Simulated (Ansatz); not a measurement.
# MoN (sextet): geometry optimisation

Where does this start of MoN (sextet) end when it is relaxed?

Method: UKS PBE0/def2-TZVP; program: Ansatz 0.2.0, Gaussian basis.

### 1 The system as given

2 atoms, charge 0, spin multiplicity 6.

Atoms are counted from 1 here; the program's logs count them from 0.

Bond lengths: Mo1–N2 2.160 Å.

Geometry (Å):

```xyz
2
charge 0, multiplicity 6
Mo    0.0000    0.0000    0.0000
N     0.0000    0.0000    2.1600
```

The start is set by covalent radii. Sticks and bond lists go by distance. No spin-orbit coupling is included. Elements past krypton take def2 core potentials.

### 2 Relaxation

Input file in.yaml:

```yaml
crystal:
  periodic: [false, false, false]
  atoms:
    - {symbol: Mo, position_ang: [0.000000, 0.000000, 0.000000]}
    - {symbol: N, position_ang: [0.000000, 0.000000, 2.160000]}
basis:
  gaussian: {orbitals: def2-TZVP}
magnetization: {spin_polarized: true, initial_magnetization: 5}
hamiltonian: {xc: pbe0}
relax: {f_tol: 0.004, max_steps: 80}
```

Launch:

```sh
ansatz run in.yaml --threads 1 --pin off --events-out ev --progress --plain --max-ram 2176MiB
```

Q: Predict the outcome of this session. Wanted: energy gained; shift from the start; total energy; dipole moment; ⟨S²⟩.

The runs gave:

| quantity | value |
| --- | --- |
| steps | 6 |
| energy gained | 0.666 eV |
| shift from the start (rms) | 0.163 Å |
| total energy | -3339.4475 eV |
| dipole moment | 3.47 D |
| ⟨S²⟩ | 8.856 |

**Reading.** The bonds of the start are those of the end. Mo1–N2 went from 2.160 to 1.834 Å. The determinant is spin-contaminated (excess 0.11). No vibrations were run, so this is a stationary point, not a proven minimum, and this spin need not be the ground state's.
